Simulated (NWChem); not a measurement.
# PBE0/def2-SVP (core potential) run of WO3 (tungsten trioxide)

Aim: the vertical ionisation energy of WO3 (tungsten trioxide) at PBE0/def2-SVP (core potential), from 2 runs. 

The calculation is run with NWChem 7.3.0.

4 further runs of the same task are left out: 2 that didn't finish, 2 set aside as unsound or not needed.

## (1) The molecule

WO3: 4 atoms, total charge 0, spin state singlet. SMILES: `[O]=[W](=[O])=[O]`. The coordinates come from a PBE0-D4/def2-TZVP relaxation.

Bond lengths: O1–W2 1.716 Å, W2–O3 1.716 Å, W2–O4 1.716 Å. Angles: O1–W2–O3 107.5°, O1–W2–O4 107.5°, O3–W2–O4 107.5°.

## (2) A single-point energy at PBE0/def2-SVP (core potential)

a.nw reads:

```
start a
memory stack 880 mb heap 220 mb global 1100 mb

geometry units angstrom noautosym nocenter noautoz
O     -0.237500     0.265200     1.555000
W     -0.366400    -0.283700    -0.065200
O      1.071700    -1.143300    -0.433900
O     -0.412200     1.101500    -1.076300
end

basis "ao basis" spherical bse
* library def2-SVP
end

ecp bse
W library def2-SVP
end

dft
xc pbe0
grid fine
convergence energy 1e-08
iterations 100
mulliken
noprint "final vectors analysis"
end

task dft energy
```

Command:

```
$ nwchem a.nw > a.out
```

What it wrote:

```text
[...]
          Wavefunction type:  closed shell.
          No. of atoms     :     4
          No. of electrons :    38
[...]
          Charge           :     0
          Spin multiplicity:     1
[...]
          AO basis - number of functions:    74
[...]
              XC Information
              --------------
                         PBE0 Method XC Functional
                     Hartree-Fock (Exact) Exchange  0.250
          PerdewBurkeErnzerhof Exchange Functional  0.750
            Perdew 1991 LDA Correlation Functional  1.000 local
           PerdewBurkeErnz. Correlation Functional  1.000 non-local
[...]
 d= 0,ls=0.0,diis     1   -291.7145970270 -4.32D+02  9.56D-02  5.39D+00     0.9
[...]
 d= 0,ls=0.0,diis    12   -292.3975621149 -1.76D-09  5.48D-07  4.28D-10     8.0
         Total DFT energy =     -292.397562114949
      One electron energy =     -702.836089634040
           Coulomb energy =      303.086029171426
    Exchange-Corr. energy =      -33.016440676223
 Nuclear repulsion energy =      140.368939023888
[...]
      Total Density - Mulliken Population Analysis
     ---------------------------------------------
    Atom       Charge   Shell Charges
 -----------   ------   -------------------------------------------------------
    1 O    8     8.37   1.99  1.12  0.79  2.75  1.71  0.01
    2 W   14    12.88   0.04 -0.36  1.88  0.50  0.33 -0.01  5.56  0.53  0.18  3.56  0.46  0.22
    3 O    8     8.37   1.99  1.12  0.79  2.75  1.71  0.01
    4 O    8     8.37   1.99  1.12  0.79  2.75  1.71  0.01
[...]
```

It took 8.7 s on 1 thread of Intel Xeon 6975P-C (Granite Rapids), shared host; peak memory 0.12 GiB.

## (3) The doublet cation

o3w.nw reads:

```
start o3w
title "O3W PBE0"
memory stack 880 mb heap 220 mb global 1100 mb
charge 1
geometry noautosym nocenter noautoz
 O    -0.237500    0.265200    1.555000
 W    -0.366400   -0.283700   -0.065200
 O     1.071700   -1.143300   -0.433900
 O    -0.412200    1.101500   -1.076300
end
basis spherical bse
 * library def2-SVP
end
ecp bse
 W library def2-SVP
end
dft
 xc pbe0
 mult 2
 grid fine
 convergence energy 1e-08
 iterations 100
 mulliken
 noprint "final vectors analysis"
end
task dft energy
```

Command:

```
$ nwchem o3w.nw > o3w.out
```

What it wrote:

```text
[...]
          Wavefunction type:  spin polarized.
          No. of atoms     :     4
          No. of electrons :    37
[...]
          Charge           :     1
          Spin multiplicity:     2
[...]
          AO basis - number of functions:    74
[...]
              XC Information
              --------------
                         PBE0 Method XC Functional
                     Hartree-Fock (Exact) Exchange  0.250
          PerdewBurkeErnzerhof Exchange Functional  0.750
            Perdew 1991 LDA Correlation Functional  1.000 local
           PerdewBurkeErnz. Correlation Functional  1.000 non-local
[...]
 d= 0,ls=0.0,diis     1   -291.3223787981 -4.32D+02  4.58D-02  1.34D+00     1.6
[...]
 d= 0,ls=0.0,diis    42   -291.9796440965 -4.28D-09  1.87D-06  2.63D-09    43.3
[...]
         Total DFT energy =     -291.979644096479
      One electron energy =     -692.024454688894
           Coulomb energy =      292.316854564109
    Exchange-Corr. energy =      -32.640982995582
 Nuclear repulsion energy =      140.368939023888
[...]
      Total Density - Mulliken Population Analysis
     ---------------------------------------------
    Atom       Charge   Shell Charges
 -----------   ------   -------------------------------------------------------
    1 O    8     8.15   1.99  1.15  0.78  2.70  1.52  0.01
    2 W   14    12.57   0.04 -0.36  1.88  0.51  0.27 -0.01  5.56  0.54  0.09  3.57  0.27  0.22
    3 O    8     8.14   1.99  1.15  0.77  2.70  1.51  0.01
    4 O    8     8.14   1.99  1.15  0.77  2.70  1.51  0.01
[...]
      <S2> =      0.8320 (Exact =     0.7500)
[...]
```

It took 44 s on 1 thread of Intel Xeon 6975P-C (Granite Rapids), shared host; peak memory 0.12 GiB.

## (4) Outcome

Level: PBE0/def2-SVP (core potential).

| quantity | value |
| --- | --- |
| singlet WO3: total energy | -292.39756 Eh |
| singlet WO3: dipole moment | 5.80 D |
| doublet cation: total energy | -291.97964 Eh |
| doublet cation: ⟨S²⟩ | 0.832 |
| vertical ionisation energy (to the doublet cation) | 11.372 eV |

What this shows: Removing an electron at fixed nuclei costs 11.37 eV (262 kcal/mol).
